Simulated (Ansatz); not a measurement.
# C5H5ClF4O3Ti: one species, many methods

The task here is to estimate one member of a computed series from the others.

Computed with Ansatz 0.2.0, Gaussian basis. Level: functionals in def2-TZVPP, the program's frozen cores in correlated methods.

The runs, in order: LDA (SPW92), PBE-D4, revPBE-D4, BLYP-D4, r2SCAN-D4, B97M-V, PBE0-D4, B3LYP-D4, r2SCANh-D4, r2SCAN0-D4, HSE06-D4, BHLYP-D4, CAM-B3LYP-D4, LC-ωPBE, ωB97X-V, ωB97M-V, B2PLYP, PBE-QIDH; CCSD(T)/def2-SVP; CCSD(T)/def2-TZVPP; MP2/def2-QZVPP; extrapolation to the limit; RPA on PBE.

### The geometry

An earlier PBE0-D4 in a triple-zeta def2 set relaxation fixed the geometry.

19 atoms, charge 0, spin multiplicity 1.

Atoms are counted from 1 here; the program's logs count them from 0.

Bond lengths: C1–C2 1.491 Å, C1–H15 1.088 Å, C1–H16 1.092 Å, C1–H17 1.093 Å, C2–C3 1.412 Å, C2–O14 1.255 Å, C3–C4 1.369 Å, C3–H18 1.078 Å, C4–C5 1.531 Å, C4–O9 1.272 Å, C5–F6 1.334 Å, C5–F7 1.331 Å, C5–F8 1.329 Å, O9–Ti10 1.962 Å, Ti10–O11 1.783 Å, Ti10–F12 1.753 Å, Ti10–Cl13 2.207 Å, Ti10–O14 2.074 Å and more. Angles: C2–C1–H15 112.4°, C2–C1–H16 109.3°, C2–C1–H17 108.6°, H15–C1–H16 109.7°, H15–C1–H17 109.6°, H16–C1–H17 107.0°, C1–C2–C3 120.5°, C1–C2–O14 117.3°, C3–C2–O14 122.2°, C2–C3–C4 119.8°, C2–C3–H18 120.2°, C4–C3–H18 120.0°, C3–C4–C5 120.3°, C3–C4–O9 126.9°, C5–C4–O9 112.9°, C4–C5–F6 112.0°, C4–C5–F7 110.0°, C4–C5–F8 110.2° and more.

The first run:

Input file in.yaml:

```yaml
crystal:
  periodic: [false, false, false]
  atoms:
    - {symbol: C, position_ang: [-1.794924, -0.889331, 1.882304]}
    - {symbol: C, position_ang: [-0.769495, -0.456032, 0.890005]}
    - {symbol: C, position_ang: [-0.993302, 0.675954, 0.076677]}
    - {symbol: C, position_ang: [-0.047533, 1.054938, -0.837980]}
    - {symbol: C, position_ang: [-0.302714, 2.249068, -1.762269]}
    - {symbol: F, position_ang: [-1.481585, 2.824120, -1.520291]}
    - {symbol: F, position_ang: [-0.290582, 1.851736, -3.032087]}
    - {symbol: F, position_ang: [0.645200, 3.166492, -1.599893]}
    - {symbol: O, position_ang: [1.083020, 0.508378, -1.037616]}
    - {symbol: Ti, position_ang: [2.081196, -0.958511, -0.200077]}
    - {symbol: O, position_ang: [1.890927, -2.704933, -0.505942]}
    - {symbol: F, position_ang: [3.357542, -0.658959, -1.364114]}
    - {symbol: Cl, position_ang: [3.084507, -0.480124, 1.706290]}
    - {symbol: O, position_ang: [0.280576, -1.138336, 0.813167]}
    - {symbol: H, position_ang: [-2.688673, -0.269293, 1.853827]}
    - {symbol: H, position_ang: [-2.062423, -1.931290, 1.693218]}
    - {symbol: H, position_ang: [-1.352803, -0.848482, 2.881100]}
    - {symbol: H, position_ang: [-1.914693, 1.229781, 0.159583]}
    - {symbol: H, position_ang: [1.233961, -3.229576, -0.039604]}
basis:
  gaussian: {orbitals: def2-TZVPP}
hamiltonian: {xc: lda}
output: {orbitals: {seedname: orbitals}}
```

Command:

```bash
$ ansatz run in.yaml --threads 11 --pin off --events-out ev --progress --plain --max-ram 174080MiB --backend cuda --devices 0, --max-vram 75GiB
```

Among the steps run: LDA; PBE-D4 (GGA); revPBE-D4 (GGA); BLYP-D4 (GGA); r2SCAN-D4 (meta-GGA); B97M-V (meta-GGA); B3LYP-D4 (hybrid); r2SCANh-D4 (hybrid); r2SCAN0-D4 (hybrid); HSE06-D4 (hybrid); BHLYP-D4 (hybrid); CAM-B3LYP-D4 (range-separated); LC-ωPBE (range-separated); ωB97X-V (range-separated); ωB97M-V (range-separated); B2PLYP (double hybrid); PBE-QIDH (double hybrid).

One of the session's tables, all rows but one given; the rest of the session is left out.

It belongs to the step «Orbital energies across the functionals». 

```
  functional  HOMO (eV)  LUMO (eV)  gap (eV)
 LDA (SPW92)      -7.34      -4.06      3.28
      PBE-D4      -7.10      -3.77      3.33
   revPBE-D4      -7.01      -3.66      3.35
     BLYP-D4      -6.96      -3.65      3.31
   r2SCAN-D4      -7.38      -3.72      3.66
      B97M-V      -7.39      -3.66      3.73
     PBE0-D4      -8.29      -2.99      5.29
    B3LYP-D4      -8.08      -3.21      4.87
  r2SCANh-D4      -7.82      -3.42      4.40
  r2SCAN0-D4      -8.48      -2.96      5.52
    HSE06-D4      -7.89      -3.37      4.52
    BHLYP-D4      -9.36      -2.04      7.31
CAM-B3LYP-D4      -9.57      -1.94      7.63
     LC-ωPBE     -10.81      -0.86      9.96
     ωB97X-V     -10.49      -0.87      9.62
     ωB97M-V          ?          ?         ?
```

Estimate the missing values for ωB97M-V.

As computed: HOMO (eV): -10.40; LUMO (eV): -0.91; gap (eV): 9.49. In the column «HOMO (eV)» it lies between ωB97X-V (-10.49) and CAM-B3LYP-D4 (-9.57).
